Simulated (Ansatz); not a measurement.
# H₆OS₂Si₂: geometry optimisation

Aim: relax H₆OS₂Si₂ at this level.

The runs use Ansatz 0.2.0; RKS wB97X-V/def2-SVP.

## Step 1: Starting geometry

11 atoms, charge 0, spin multiplicity 1.

Atoms are counted from 1 here; the program's logs count them from 0.

Bond lengths: O1–Si2 1.689 Å, O1–H6 0.977 Å, Si2–Si3 2.365 Å, Si2–H7 1.501 Å, Si2–H8 1.510 Å, Si3–S4 2.186 Å, Si3–H9 1.506 Å, Si3–H10 1.505 Å, S4–S5 2.116 Å, S5–H11 1.368 Å. Angles: Si2–O1–H6 112.7°, O1–Si2–Si3 105.1°, O1–Si2–H7 107.4°, O1–Si2–H8 113.2°, Si3–Si2–H7 112.7°, Si3–Si2–H8 109.8°, H7–Si2–H8 108.6°, Si2–Si3–S4 98.8°, Si2–Si3–H9 110.8°, Si2–Si3–H10 117.3°, S4–Si3–H9 108.4°, S4–Si3–H10 111.8°, H9–Si3–H10 109.2°, Si3–S4–S5 102.5°, S4–S5–H11 97.3°.

Coordinates:

```mol
H6OS2Si2
  3D, bonds by distance, orders not assigned

 11 10  0  0  0  0  0  0  0  0999 V2000
   -1.2487    1.8119    0.8417 O   0  0
    0.1873    1.1774    1.4637 Si  0  0
    0.9290   -0.3768   -0.1568 Si  0  0
   -0.9270   -1.5034   -0.4119 S   0  0
   -0.5732   -2.5675   -2.2065 S   0  0
   -1.7745    1.1475    0.3558 H   0  0
    1.1412    2.3222    1.6468 H   0  0
    0.0062    0.4849    2.7930 H   0  0
    1.2482    0.3160   -1.4554 H   0  0
    2.0783   -1.2722    0.2210 H   0  0
   -1.0013   -1.5971   -3.0707 H   0  0
  1  2  8  0
  1  6  8  0
  2  3  8  0
  2  7  8  0
  2  8  8  0
  3  4  8  0
  3  9  8  0
  3 10  8  0
  4  5  8  0
  5 11  8  0
M  END
```

## Step 2: Relaxation

Input file input.yaml:

```yaml
crystal:
  periodic: [false, false, false]
  atoms:
    - { symbol: O, position_ang: [-1.248721, 1.811865, 0.841686] }
    - { symbol: Si, position_ang: [0.18727, 1.177405, 1.463661] }
    - { symbol: Si, position_ang: [0.928967, -0.37678, -0.156797] }
    - { symbol: S, position_ang: [-0.926966, -1.503416, -0.411938] }
    - { symbol: S, position_ang: [-0.573181, -2.567509, -2.206467] }
    - { symbol: H, position_ang: [-1.774512, 1.14753, 0.355811] }
    - { symbol: H, position_ang: [1.141226, 2.322236, 1.646766] }
    - { symbol: H, position_ang: [0.006216, 0.484924, 2.792963] }
    - { symbol: H, position_ang: [1.248205, 0.316017, -1.455385] }
    - { symbol: H, position_ang: [2.078269, -1.272187, 0.22098] }
    - { symbol: H, position_ang: [-1.001273, -1.597086, -3.070679] }
basis:
  gaussian: { orbitals: def2-SVP }
hamiltonian:
  xc: { name: wB97X-V }
output:
  forces: true
relax:
  f_tol: 0.003
  max_steps: 120
```

Command:

```sh
$ ansatz run input.yaml --threads 1 --pin off --max-ram 2560MiB --backend cpu --events-out ev --progress --plain --runs-dir out
```

The program printed:

```text
Warning: RAYON_NUM_THREADS=1 ignored (pool sized by the plan → 1); use --threads N
The last accepted step is kept in <dir> (removed where the run ends without a failure and the disk answers)
Engine: ansatz 0.2.0, aarch64-unknown-linux-gnu
Functional definition: wB97X-V
  parameter omega = 0.3/bohr
  parameter cx = 0.167
  parameter cx1 = 0.603
  parameter cx2 = 1.194
  parameter css0 = 0.556
  parameter css1 = -0.257
  parameter cos0 = 1.219
  parameter cos1 = -1.850
  parameter b = 6.0
  parameter c = 0.01
  exchange = spin_sum(e_x_unif_sr(omega)*poly(b97_u_x, 1 - cx, cx1, cx2)) + cx*exact_x_sr(omega) + exact_x_lr(omega)
  correlation = spin_sum(e_c_pw_same_spin*poly(b97_u_same, css0, css1))
      + integral(e_c_pw_opposite_spin*poly(b97_u_opposite, cos0, cos1)) + vv10(b, c)
1167 factors; integrals over basis functions are off by at most 2.7e-4 eV
432 factors; integrals over basis functions are off by at most 5.9e-7 eV
mean field evaluation 1: about -39548.7607 eV, gradient 4.2e1 eV
mean field evaluation 2: about -39548.3164 eV, gradient 4.7e1 eV
mean field evaluation 4: about -39552.2430 eV, gradient 7.2e-1 eV
mean field evaluation 8: about -39552.2472 eV, gradient 1.5e-2 eV
mean field -39552.24717760 eV, -1453.5182743008 hartree, gradient 6.7e-5 eV, S^2 0.000000; 0 other end points of the search recorded, 0 dependent functions left out
the calculation of the forces begins
reference -39552.24717566 eV, -1453.5182742296 hartree; 37, 37 occupied and 79, 79 virtual orbitals, 1167 factors
relax step   1: F+E_penalty+E_count = -39552.24717760 eV  Δ(F+E_penalty+E_count) = +0.000e0 eV  max|allowed force component| = 6.365e-1 eV/Å  Δτ_max = 0.0000 Å  (27 SCF iters, accepted)
these checks for a lower state are left out or cut short: starts, cluster_reference, orbital_swaps, neighbouring_geometries, increment
1167 factors; integrals over basis functions are off by at most 2.6e-4 eV
432 factors; integrals over basis functions are off by at most 5.6e-7 eV
mean field evaluation 16: about -39552.2612 eV, gradient 1.9e0 eV
mean field -39552.27409859 eV, -1453.5192636288 hartree, gradient 2.1e-5 eV, S^2 0.000000; 0 other end points of the search recorded, 0 dependent functions left out
the calculation of the forces begins
reference -39552.27409666 eV, -1453.5192635581 hartree; 37, 37 occupied and 79, 79 virtual orbitals, 1167 factors
relax step   2: F+E_penalty+E_count = -39552.27409859 eV  Δ(F+E_penalty+E_count) = -2.692e-2 eV  max|allowed force component| = 2.624e-1 eV/Å  Δτ_max = 0.0528 Å  (30 SCF iters, accepted)
these checks for a lower state are left out or cut short: starts, cluster_reference, orbital_swaps, neighbouring_geometries, increment
1167 factors; integrals over basis functions are off by at most 2.6e-4 eV
432 factors; integrals over basis functions are off by at most 5.8e-7 eV
mean field -39552.27635069 eV, -1453.5193463919 hartree, gradient 2.2e-5 eV, S^2 0.000000; 0 other end points of the search recorded, 0 dependent functions left out
the calculation of the forces begins
reference -39552.27634876 eV, -1453.5193463212 hartree; 37, 37 occupied and 79, 79 virtual orbitals, 1167 factors
relax step   3: F+E_penalty+E_count = -39552.27635069 eV  Δ(F+E_penalty+E_count) = -2.252e-3 eV  max|allowed force component| = 1.407e-1 eV/Å  Δτ_max = 0.0605 Å  (30 SCF iters, accepted)
these checks for a lower state are left out or cut short: starts, cluster_reference, orbital_swaps, neighbouring_geometries, increment
1167 factors; integrals over basis functions are off by at most 2.5e-4 eV
432 factors; integrals over basis functions are off by at most 5.8e-7 eV
mean field evaluation 32: about -39552.2794 eV, gradient 4.7e-2 eV
mean field -39552.27938172 eV, -1453.5194577803 hartree, gradient 1.9e-5 eV, S^2 0.000000; 0 other end points of the search recorded, 0 dependent functions left out
the calculation of the forces begins
reference -39552.27937979 eV, -1453.5194577094 hartree; 37, 37 occupied and 79, 79 virtual orbitals, 1167 factors
relax step   4: F+E_penalty+E_count = -39552.27938172 eV  Δ(F+E_penalty+E_count) = -3.031e-3 eV  max|allowed force component| = 1.620e-1 eV/Å  Δτ_max = 0.0699 Å  (29 SCF iters, accepted)
these checks for a lower state are left out or cut short: starts, cluster_reference, orbital_swaps, neighbouring_geometries, increment
1167 factors; integrals over basis functions are off by at most 2.6e-4 eV
432 factors; integrals over basis functions are off by at most 5.7e-7 eV
mean field -39552.28079655 eV, -1453.5195097743 hartree, gradient 2.2e-5 eV, S^2 0.000000; 0 other end points of the search recorded, 0 dependent functions left out
the calculation of the forces begins
reference -39552.28079462 eV, -1453.5195097035 hartree; 37, 37 occupied and 79, 79 virtual orbitals, 1167 factors
relax step   5: F+E_penalty+E_count = -39552.28079655 eV  Δ(F+E_penalty+E_count) = -1.415e-3 eV  max|allowed force component| = 5.293e-2 eV/Å  Δτ_max = 0.0248 Å  (31 SCF iters, accepted)
these checks for a lower state are left out or cut short: starts, cluster_reference, orbital_swaps, neighbouring_geometries, increment
1167 factors; integrals over basis functions are off by at most 2.6e-4 eV
432 factors; integrals over basis functions are off by at most 5.8e-7 eV
mean field -39552.28152354 eV, -1453.5195364908 hartree, gradient 2.1e-5 eV, S^2 0.000000; 0 other end points of the search recorded, 0 dependent functions left out
the calculation of the forces begins
reference -39552.28152161 eV, -1453.5195364200 hartree; 37, 37 occupied and 79, 79 virtual orbitals, 1167 factors
relax step   6: F+E_penalty+E_count = -39552.28152354 eV  Δ(F+E_penalty+E_count) = -7.270e-4 eV  max|allowed force component| = 1.607e-2 eV/Å  Δτ_max = 0.0335 Å  (30 SCF iters, accepted)
these checks for a lower state are left out or cut short: starts, cluster_reference, orbital_swaps, neighbouring_geometries, increment
1167 factors; integrals over basis functions are off by at most 2.6e-4 eV
432 factors; integrals over basis functions are off by at most 5.8e-7 eV
mean field -39552.28161210 eV, -1453.5195397451 hartree, gradient 2.0e-5 eV, S^2 0.000000; 0 other end points of the search recorded, 0 dependent functions left out
the calculation of the forces begins
reference -39552.28161017 eV, -1453.5195396743 hartree; 37, 37 occupied and 79, 79 virtual orbitals, 1167 factors
relax step   7: F+E_penalty+E_count = -39552.28161210 eV  Δ(F+E_penalty+E_count) = -8.855e-5 eV  max|allowed force component| = 2.723e-2 eV/Å  Δτ_max = 0.0159 Å  (31 SCF iters, accepted)
these checks for a lower state are left out or cut short: starts, cluster_reference, orbital_swaps, neighbouring_geometries, increment
1167 factors; integrals over basis functions are off by at most 2.6e-4 eV
432 factors; integrals over basis functions are off by at most 5.9e-7 eV
mean field evaluation 64: about -39552.2817 eV, gradient 2.0e-5 eV
mean field -39552.28167816 eV, -1453.5195421730 hartree, gradient 2.0e-5 eV, S^2 0.000000; 0 other end points of the search recorded, 0 dependent functions left out
the calculation of the forces begins
reference -39552.28167623 eV, -1453.5195421021 hartree; 37, 37 occupied and 79, 79 virtual orbitals, 1167 factors
relax step   8: F+E_penalty+E_count = -39552.28167816 eV  Δ(F+E_penalty+E_count) = -6.607e-5 eV  max|allowed force component| = 2.082e-2 eV/Å  Δτ_max = 0.0211 Å  (31 SCF iters, accepted)
these checks for a lower state are left out or cut short: starts, cluster_reference, orbital_swaps, neighbouring_geometries, increment
1167 factors; integrals over basis functions are off by at most 2.6e-4 eV
432 factors; integrals over basis functions are off by at most 5.9e-7 eV
mean field -39552.28168957 eV, -1453.5195425921 hartree, gradient 1.1e-5 eV, S^2 0.000000; 0 other end points of the search recorded, 0 dependent functions left out
the calculation of the forces begins
reference -39552.28168764 eV, -1453.5195425212 hartree; 37, 37 occupied and 79, 79 virtual orbitals, 1167 factors
relax step   9: F+E_penalty+E_count = -39552.28168957 eV  Δ(F+E_penalty+E_count) = -1.140e-5 eV  max|allowed force component| = 1.020e-2 eV/Å  Δτ_max = 0.0074 Å  (26 SCF iters, accepted)
these checks for a lower state are left out or cut short: starts, cluster_reference, orbital_swaps, neighbouring_geometries, increment
1167 factors; integrals over basis functions are off by at most 2.6e-4 eV
432 factors; integrals over basis functions are off by at most 5.9e-7 eV
mean field -39552.28170074 eV, -1453.5195430028 hartree, gradient 6.4e-5 eV, S^2 0.000000; 0 other end points of the search recorded, 0 dependent functions left out
the calculation of the forces begins
reference -39552.28169881 eV, -1453.5195429319 hartree; 37, 37 occupied and 79, 79 virtual orbitals, 1167 factors
relax step  10: F+E_penalty+E_count = -39552.28170074 eV  Δ(F+E_penalty+E_count) = -1.118e-5 eV  max|allowed force component| = 3.168e-3 eV/Å  Δτ_max = 0.0039 Å  (23 SCF iters, accepted)
these checks for a lower state are left out or cut short: starts, cluster_reference, orbital_swaps, neighbouring_geometries, increment
1167 factors; integrals over basis functions are off by at most 2.6e-4 eV
432 factors; integrals over basis functions are off by at most 5.9e-7 eV
mean field -39552.28170367 eV, -1453.5195431103 hartree, gradient 3.7e-5 eV, S^2 0.000000; 0 other end points of the search recorded, 0 dependent functions left out
the calculation of the forces begins
reference -39552.28170174 eV, -1453.5195430394 hartree; 37, 37 occupied and 79, 79 virtual orbitals, 1167 factors
relax step  11: F+E_penalty+E_count = -39552.28170367 eV  Δ(F+E_penalty+E_count) = -2.923e-6 eV  max|allowed force component| = 1.061e-3 eV/Å  Δτ_max = 0.0022 Å  (21 SCF iters, accepted)
1167 factors; integrals over basis functions are off by at most 2.6e-4 eV
432 factors; integrals over basis functions are off by at most 5.9e-7 eV
mean field -39552.28170367 eV, -1453.5195431103 hartree, gradient 3.7e-5 eV, S^2 0.000000; 1 other end points of the search recorded, 0 dependent functions left out
the calculation of the forces begins
reference -39552.28170174 eV, -1453.5195430394 hartree; 37, 37 occupied and 79, 79 virtual orbitals, 1167 factors
Total energy: -39552.28170174 eV, -1453.5195430394 hartree
Atom 0 at    -1.223651     1.868551     0.905752 Å, force     0.000691     0.000754     0.000244 eV/Å
Atom 1 at     0.193391     1.174448     1.457634 Å, force     0.000609    -0.001006     0.000540 eV/Å
Atom 2 at     0.872501    -0.361793    -0.191834 Å, force     0.000468    -0.000102     0.000051 eV/Å
Atom 3 at    -0.953342    -1.496313    -0.474029 Å, force    -0.000669     0.000285     0.000960 eV/Å
Atom 4 at    -0.482032    -2.607554    -2.177328 Å, force    -0.000228     0.000486    -0.000995 eV/Å
Atom 5 at    -1.852592     1.274915     0.478232 Å, force    -0.001061    -0.000369    -0.000860 eV/Å
Atom 6 at     1.183246     2.268936     1.643163 Å, force    -0.000035    -0.000147     0.000201 eV/Å
Atom 7 at     0.016410     0.458134     2.757655 Å, force    -0.000245     0.000271    -0.000098 eV/Å
Atom 8 at     1.203155     0.324736    -1.475202 Å, force    -0.000243     0.000030    -0.000326 eV/Å
Atom 9 at     2.001327    -1.258860     0.188252 Å, force     0.000385     0.000602    -0.000066 eV/Å
Atom 10 at    -0.892914    -1.702201    -3.091694 Å, force     0.000329    -0.000804     0.000348 eV/Å
Dipole moment:     0.111639     0.045027    -0.197657 e Å
```

Run time: 4.3 min. Hardware: 1 thread of Arm Neoverse V1, shared host; peak memory 0.43 GiB.

Along the way:

| step | energy from step 1 (eV) | largest force component (eV/Å) |
| --- | --- | --- |
| 1 | 0.0000 | 0.6365 |
| 2 | -0.0269 | 0.2624 |
| 3 | -0.0292 | 0.1407 |
| 4 | -0.0322 | 0.1620 |
| 5 | -0.0336 | 0.0529 |
| 6 | -0.0343 | 0.0161 |
| 7 | -0.0344 | 0.0272 |
| 8 | -0.0345 | 0.0208 |
| 9 | -0.0345 | 0.0102 |
| 10 | -0.0345 | 0.0032 |
| 11 | -0.0345 | 0.0011 |

Close pairs (by a distance rule), those that changed most:

| bond | before (Å) | after (Å) | change (Å) |
| --- | --- | --- | --- |
| S4–S5 | 2.116 | 2.088 | -0.028 |
| Si3–S4 | 2.186 | 2.168 | -0.018 |
| S5–H11 | 1.368 | 1.351 | -0.017 |
| O1–Si2 | 1.689 | 1.672 | -0.017 |
| Si2–H8 | 1.510 | 1.495 | -0.015 |
| Si2–H7 | 1.501 | 1.487 | -0.014 |
| Si3–H10 | 1.505 | 1.491 | -0.014 |
| Si3–H9 | 1.506 | 1.493 | -0.014 |

## Step 3: What came out

| quantity | value |
| --- | --- |
| energy gained | 0.0345 eV |
| root mean square move | 0.098 Å |
| dipole moment | 1.11 D |

What this shows: Bond lengths: O1–Si2 1.672 Å, O1–H6 0.965 Å, Si2–Si3 2.354 Å, Si2–H7 1.487 Å, Si2–H8 1.495 Å, Si3–S4 2.168 Å, Si3–H9 1.493 Å, Si3–H10 1.491 Å, S4–S5 2.088 Å, S5–H11 1.351 Å. Angles: Si2–O1–H6 116.3°, O1–Si2–Si3 106.5°, O1–Si2–H7 107.4°, O1–Si2–H8 112.7°, Si3–Si2–H7 112.1°, Si3–Si2–H8 109.3°, H7–Si2–H8 108.8°, Si2–Si3–S4 100.9°, Si2–Si3–H9 111.5°, Si2–Si3–H10 115.6°, S4–Si3–H9 108.4°, S4–Si3–H10 110.8°, H9–Si3–H10 109.2°, Si3–S4–S5 101.2°, S4–S5–H11 97.3°. No frequencies were computed here.
